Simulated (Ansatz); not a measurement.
# TiGe4Mo: the cost of one run

Method: DFT PBE, scalar-relativistic, plane waves, PAW, in Ansatz 0.2.0.

### Step 1. The structure to begin with

Symmetry: F222, No. 22, orthorhombic system. Conventional cell: a = 5.270 Å, b = 9.039 Å, c = 9.187 Å, α = 90.00°, β = 90.00°, γ = 90.00°. Ti (site symmetry 222) has 10 Ge at 2.75 to 3.04 Å in its first shell of neighbours. Ge (site symmetry 2) is surrounded by 2 Ti at 2.75 Å and 5 Ge at 2.76 to 3.03 Å and 3 Mo at 3.01 to 3.04 Å. Ge (site symmetry 2) has 2 Mo at 2.75 Å and 5 Ge at 2.76 to 3.03 Å and 3 Ti at 3.01 to 3.04 Å in its first shell of neighbours. Around Mo (site symmetry 222) lie 10 Ge at 2.75 to 3.04 Å.

Coordinates:

```
Ti Ge Mo
1.0
     0.00000    4.51929    4.59336
     2.63487    0.00000    4.59336
     2.63487    4.51929    0.00000
Ti Ge Mo
1 4 1
Cartesian
  2.6349 4.5193 4.5934
  1.3174 0.7468 2.2967
  2.6349 1.5128 4.5934
  2.6349 7.5258 4.5934
  1.3174 3.7725 2.2967
  3.9523 6.7789 6.8900
```

The start is an ordering of an alloy on its end members' structure types: elements ordered on the sites of the TiGe2 type, Ti/Mo on Ti (F222, No. 22).

### Step 2. A first look at the guess

File input.yaml:

```yaml
crystal:
  lattice:
    - [0.0, 4.51929351, 4.59336286]
    - [2.63486686, 0.0, 4.59336286]
    - [2.63486686, 4.51929351, 0.0]
  atoms:
    - { symbol: Ti, position: [0.5, 0.5, 0.5] }
    - { symbol: Ge, position: [0.08262796, 0.41737204, 0.08262796] }
    - { symbol: Ge, position: [0.16737204, 0.83262796, 0.16737204] }
    - { symbol: Ge, position: [0.83262796, 0.16737204, 0.83262796] }
    - { symbol: Ge, position: [0.41737204, 0.08262796, 0.41737204] }
    - { symbol: Mo, position: [0.75, 0.75, 0.75] }
basis:
  ecutwfc: 420
kpoints:
  mp_grid: { grid: [4, 4, 4] }
hamiltonian:
  xc: pbe
scf:
  occupations: { method: gaussian, width: 0.1 }
  lower_state_search: "off"
output:
  forces: true
  stress: true
  eigenvalues: true
```

Launch:

```sh
> ansatz run input.yaml --threads 1 --pin off --max-ram 2560MiB --backend cpu --events-out ev --progress --plain --runs-dir out
```

What time and memory should one allow on 1 thread of AMD EPYC (Zen 3), shared host?

About 11 s, with a peak of 0.42 GiB.
